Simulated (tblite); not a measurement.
# C7H10O3: the cost of one run

Programs: PySCF 2.14.0 with density-fitted response routines of our own, and tblite 0.8.0. All values are computed, except where a source is named. Atoms count from 0 throughout.

## 1. The molecule as given

20 atoms, charge 0, multiplicity 1; geometry from: MMFF94s geometry.

Bonds of the start (Å): C0–C1 1.52, C0–H10 1.10, C0–H11 1.11, C0–H12 1.09, C1–C2 1.49, C1–C5 1.35, C2–C3 1.51, C2–H13 1.10, C2–H14 1.09, C3–H15 1.12, C3–O4 1.22, C5–C6 1.51, C5–O7 1.42, C6–H16 1.09, C6–H17 1.09, C6–H18 1.09, C8–H19 1.10, C8–O9 1.22, O7–C8 1.37.

## 2. GFN2-xTB relaxation, conformer 1

Job settings and geometry (Å):

```
{"job": {"xc": "GFN2-xTB", "basis": "xTB", "kind": "relax"}, "charge": 0, "multiplicity": 1}
C     -0.623900    -1.891400     0.165800
C     -0.417500    -0.412600    -0.093200
C     -1.558300     0.276200    -0.762400
C     -2.567800     0.754000     0.257600
O     -2.765600     1.925900     0.545100
C      0.736100     0.207200     0.236600
C      1.010200     1.683700     0.073400
O      1.782200    -0.504200     0.884000
C      2.919100    -0.651200     0.135500
O      3.122400    -0.261000    -0.999600
H     -0.814400    -2.410600    -0.781900
H     -1.507100    -2.040700     0.815100
H      0.213800    -2.374200     0.660900
H     -1.233300     1.141200    -1.357300
H     -2.080900    -0.383500    -1.462400
H     -3.133500    -0.048900     0.793600
H      1.508600     1.882400    -0.873200
H      1.654900     2.034400     0.885000
H      0.094100     2.281000     0.127300
H      3.655600    -1.197100     0.747000
```

Started as:

```
$ OMP_NUM_THREADS=1 python ens_run.py task.json out
```

The driver reads the study from task.json and runs its stages one after another.

**Question.** How long does this first job take on 1 thread of AMD EPYC, shared host?

About 3.2 s.
